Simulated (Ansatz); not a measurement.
# C3H8Ga (doublet): relaxing a cheap start

Where does this start of C3H8Ga (doublet) end when it is relaxed?

Method: UKS PBE0/def2-SVP; program: Ansatz 0.2.0, Gaussian basis.

1 further run of the same task is left out (it didn't finish).

### Step 1. Where the work starts

12 atoms, charge 0, spin multiplicity 2.

Atoms are counted from 1 here; the program's logs count them from 0.

Bond lengths: C1–C2 1.465 Å, C1–H5 1.145 Å, C1–H6 1.078 Å, C1–H7 1.150 Å, C2–Ga3 1.970 Å, C2–H8 1.141 Å, C2–H9 1.106 Å, C4–H10 1.105 Å, C4–H11 1.166 Å, C4–H12 1.040 Å. Angles: C2–C1–H5 112.1°, C2–C1–H6 113.2°, C2–C1–H7 108.3°, H5–C1–H6 109.5°, H5–C1–H7 103.4°, H6–C1–H7 109.9°, C1–C2–Ga3 130.3°, C1–C2–H8 107.4°, C1–C2–H9 111.3°, Ga3–C2–H8 99.4°, Ga3–C2–H9 98.6°, H8–C2–H9 107.8°, H10–C4–H11 104.5°, H10–C4–H12 113.6°, H11–C4–H12 103.7°.

The start is a generated structure. Sticks and bond lists go by distance. No spin-orbit coupling is included. 

### Step 2. The run

File in.yaml:

```yaml
crystal:
  periodic: [false, false, false]
  atoms:
    - {symbol: C, position_ang: [-0.634600, 1.423300, 0.783700]}
    - {symbol: C, position_ang: [0.694000, 1.111200, 0.250900]}
    - {symbol: Ga, position_ang: [1.247000, -0.214700, -1.096800]}
    - {symbol: C, position_ang: [0.092800, -2.144200, 0.034700]}
    - {symbol: H, position_ang: [-0.607000, 2.294400, 1.525700]}
    - {symbol: H, position_ang: [-1.119000, 0.576100, 1.242400]}
    - {symbol: H, position_ang: [-1.282300, 1.825800, -0.076800]}
    - {symbol: H, position_ang: [1.340700, 0.768800, 1.126500]}
    - {symbol: H, position_ang: [1.170500, 2.006300, -0.191400]}
    - {symbol: H, position_ang: [0.144400, -3.202300, -0.278400]}
    - {symbol: H, position_ang: [-1.033600, -1.966100, 0.278500]}
    - {symbol: H, position_ang: [0.572400, -1.953500, 0.937400]}
basis:
  gaussian: {orbitals: def2-SVP}
magnetization: {spin_polarized: true, initial_magnetization: 1}
hamiltonian: {xc: pbe0}
relax: {f_tol: 0.01, max_steps: 150}
```

Started as:

```
$ ansatz run in.yaml --threads 1 --pin off --events-out ev --progress --plain --max-ram 24576MiB --backend cuda --devices 0, --max-vram 18GiB
```

**Question.** What will these runs give? Wanted: energy gained; shift from the start; total energy; dipole moment; ⟨S²⟩.

**Answer**, as computed:

| quantity | value |
| --- | --- |
| steps | 26 |
| energy gained | 1.589 eV |
| shift from the start (rms) | 0.561 Å |
| total energy | -55598.5959 eV |
| dipole moment | 0.68 D |
| ⟨S²⟩ | 0.752 |

What this shows: By distance, Ga3–C4 formed. Ga3–C4 went from 2.517 to 2.000 Å. No vibrations were run, so this is a stationary point, not a proven minimum, and this spin need not be the ground state's.
